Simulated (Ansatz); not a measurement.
**Ba2Tl5V3O12 under changes of volume**

One of the cells (36.154 Å³/atom); the others are scaled copies at fixed shape and fractional positions:

```xyz
22
Lattice="10.9746 0.0000 0.0000 0.0000 10.9746 0.0000 0.0000 0.0000 6.6040" Properties=species:S:1:pos:R:3 pbc="T T T"
Ba    0.0000    5.4873    0.0000
Ba    5.4873    0.0000    0.0000
V     5.4873    5.4873    0.0000
V     5.4873    0.0000    3.3020
V     0.0000    5.4873    3.3020
Tl    5.4873    5.4873    3.3020
Tl    7.8205    3.1541    2.6567
Tl    3.1541    7.8205    2.6567
Tl    7.8205    7.8205    3.9473
Tl    3.1541    3.1541    3.9473
O     4.5066    6.4680    1.0415
O     6.4680    4.5066    1.0415
O     6.4680    6.4680    5.5625
O     4.5066    4.5066    5.5625
O     6.4378    0.9405    2.2043
O     4.5368    0.9405    4.3997
O     6.4378   10.0340    4.3997
O     4.5368   10.0340    2.2043
O     0.9405    6.4378    2.2043
O     0.9405    4.5368    4.3997
O    10.0340    6.4378    4.3997
O    10.0340    4.5368    2.2043
```

The cell was built by a generator and needn't be a form met in nature.

```yaml
Program: Ansatz 0.2.0
Functional: PBE
Potentials_or_basis: Ansatz PAW
Cutoff: "420 eV (not typed: the program's choice for these potentials)"
k_mesh: 3 × 3 × 4
Occupations: fermi-dirac, width 0.05 eV
Spin: collinear spin, ferromagnetic start
Starting_moments: "[0.0, 0.0, 2.0, 2.0, 2.0, 0.0, 0.0, 0.0, 0.0, 0.0, 0.0, 0.0, 0.0, 0.0, 0.0, 0.0, 0.0, 0.0, 0.0, 0.0, 0.0, 0.0] μB"
```

| volume (Å³/atom) | energy over the lowest point (meV/atom) | pressure (GPa) | gap on the mesh (eV) | largest force (eV/Å) |
| --- | --- | --- | --- | --- |
| 33.985 | 19.85 | 3.1 | 2.49 | 1.200 |
| 34.708 | 8.58 | 1.9 | 2.52 | 0.770 |
| 35.431 | 2.14 | 0.9 | 2.55 | 0.371 |
| 36.154 | 0.00 | 0.0 | 2.57 | 0.004 |
| 36.877 | ? | ? | ? | ? |
| 37.600 | 6.97 | -1.5 | 2.60 | 0.663 |
| 38.324 | 15.38 | -2.2 | 2.61 | 0.959 |

Q: What does the run at 36.877 Å³/atom give?

A: Energy over the lowest point 1.73 meV/atom; pressure -0.8 GPa; gap on the mesh 2.59 eV; largest force 0.344 eV/Å.

Worked out: A Birch-Murnaghan fit of order 3 (a polynomial in V^(-2/3)) to the other rows has its minimum at 36.18 Å³/atom with B0 = V·E''(V) = 43 GPa and B' = 4.3 at fixed shape and positions, which overstates the stiffness. It gives 1.74 meV/atom at 36.877 Å³/atom, against the run's 1.73, and -dE/dV = -0.8 GPa, against -0.8. A parabola through the other rows of the gap, of slope 0.773 eV per unit of ln V there, gives 2.59 eV, against the run's 2.59.

Energies are extrapolated to zero smearing.

Caveats: odd divisions of the mesh miss points on the zone boundary, where band edges often lie, so the gap on the mesh can be too wide; spin-orbit coupling is left out, which as a rule narrows the gap of such compounds by several tenths of an eV; the starting moments weren't kept; forces of over 1 eV/Å show positions far from the minimum, so gaps and moduli don't describe the material at rest (some runs).

A mesh can miss the band edges.
